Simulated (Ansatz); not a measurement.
# NiPtF6: two electronic states of one cell

Aim: solve NiPtF6 (a strained cell with displaced atoms) from each of its saved states, at one geometry and mesh, and see which is lowest and how they differ.

All numbers below are computed with Ansatz 0.2.0 (DFT, r2SCAN, plane waves, PAW).

**1. The cell**

Cell: a = 4.986 Å, b = 5.110 Å, c = 5.469 Å, α = 62.95°, β = 119.77°, γ = 118.94°. Nearest neighbours (Å): Ni1: 5 F at 1.88 to 2.07; F2: 1 Ni at 1.90, 1 Pt at 1.98; F3: 1 Pt at 1.86; F4: 1 Pt at 2.02, 1 Ni at 2.07; F5: 1 Ni at 1.98, 1 Pt at 2.07; F6: 1 Ni at 1.89, 1 Pt at 1.99; F7: 1 Pt at 1.74, 1 Ni at 1.88; Pt8: 6 F at 1.74 to 2.07.

Its coordinates follow in the input file.

The states: A, Ni1 up (collinear spin); B, no atom with a moment over 0.3 μB (no spin polarisation). Each run reads its own saved solution as saved_state.

**2. Run from state A**

The input, input.yaml:

```yaml
crystal:
  lattice:
    - [4.984853, 0.010797, -0.124421]
    - [-2.483076, 4.466164, -0.009852]
    - [-2.604392, 1.408158, 4.598344]
  atoms:
    - { symbol: Ni, position: [0.468538, 0.498187, 0.468767] }
    - { symbol: F, position: [0.273961, 0.152862, 0.735978] }
    - { symbol: F, position: [0.890269, 0.353723, 0.802999] }
    - { symbol: F, position: [0.629251, 0.7416, 0.758915] }
    - { symbol: F, position: [0.72663, 0.842939, 0.223464] }
    - { symbol: F, position: [0.075573, 0.593874, 0.241396] }
    - { symbol: F, position: [0.32641, 0.233827, 0.244914] }
    - { symbol: Pt, position: [0.038453, 0.015173, 0.999285] }
kpoints:
  mp_grid: { grid: [5, 4, 4], shift: [0.0, 0.0, 0.0] }
magnetization:
  spin_polarized: true
scf:
  occupations: { method: tetrahedron }
  lower_state_search: "off"
  max_iter: 200
hamiltonian:
  pseudopotentials: { kind: paw }
  xc: r2scan
basis:
  ecutwfc: 500
  fft_grid_basis: typed
output:
  forces: true
  stress: true
  eigenvalues: true
  populations: true
  elf: true
  write_potential: true
  volumetric_format: npy
  dos:
    e_range: [-12, 8]
    de: 0.05
    projected: { site_lists: { F: [F], Ni: [Ni], Pt: [Pt] } }
checkpoint:
  read: saved_state
```

**4. Run from state B**

Edit input.yaml of step 2 so:

```diff
@@ -17,3 +17,3 @@
 magnetization:
-  spin_polarized: true
+  spin_polarized: false
 scf:
```

(Steps that only read results are left out.)

What does the calculation give? Wanted: for each run, free energy; largest site moment; size of the net moment; gap; pressure; largest force.

As calculated:

```tsv
state	free energy (meV/atom)	largest site moment (μB)	size of the net moment (μB/cell)	gap (eV)	pressure (GPa)	largest force (eV/Å)	SCF cycles
A	0.0	1.66	2.00	1.60	7.5	11.02	11
B	212.8	–	–	metal	7.0	10.51	9
```

State A wins by 212.8 meV per atom over B. They differ in kind: A is gapped, B is a metal. Spin-orbit coupling, left out here, can change that for 5d elements. The atoms are far from rest (forces to 11.0 eV/Å), so order and character hold for this geometry alone. At the same volume their pressures differ by 0.6 GPa, the state with the larger moments having the higher pressure, so it wants the larger volume. Not all runs allow spin: where it is off, the gap in energy is mostly the cost of forbidding moments, not two ends of one search.

Caveats: a 3d oxide or halide that comes out metallic without a U or exact exchange, which may be an insulator in nature; empty levels are not fully converged; atoms or cell far from equilibrium; gaps of Fe, Co and Ni magnets can come out low on these datasets; forces and stress under tetrahedra may miss the slope of the energy; the k mesh is coarse for a cell without a gap.
